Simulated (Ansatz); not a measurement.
Runs of Ansatz 0.2.0 on NbTe. It takes space group P-6m2 (No. 187, hexagonal). The conventional cell has a = 3.703 Å, b = 3.703 Å, c = 3.694 Å, α = 90.00°, β = 90.00°, γ = 120.00°. Te (site symmetry -6m2) is surrounded by 6 Nb at 2.83 Å. Nb (site symmetry -6m2) has 6 Te at 2.83 Å as nearest neighbours. The cell comes from a database or a generator and needn't be the stable form of this composition.

```csv
task,level,cell,smearing,gap on the mesh (eV),pressure (GPa),relaxed volume (Å³/atom)
single point,PBE,as given,gaussian 0.013 eV,none,-0.6,-
relaxation of cell and atoms,BLYP,relaxed,fermi-dirac 0.05 eV,none,0.0,(a)
single point,PBE,as given,gaussian 0.016 eV,none,-0.6,-
single point,PBE,as given,gaussian 0.025 eV,none,-0.6,-
relaxation of cell and atoms,PBE+D3(BJ),relaxed,fermi-dirac 0.05 eV,none,0.0,20.90
```

Alike in all rows: potentials or basis Ansatz PAW; no spin polarisation; k mesh 8 × 8 × 7; cutoff (eV) 420.

Task: Fill in the values left out.

Result: (a) 23.28.

Caveats: the plane-wave basis is chosen anew once the cell has moved, so the energies of steps on either side of that aren't comparable (some runs); the PAW data sets come from PBE, with cores solved anew for the run's functional, which leaves a small shift of forces and pressure (some runs); pairwise dispersion overbinds metals, which lowers pressure and volume (some runs).

A k mesh can miss the band edges, and the runs leave out spin-orbit coupling on Nb, Te.

A gap of «none» marks a metal or a gap under the smearing width.
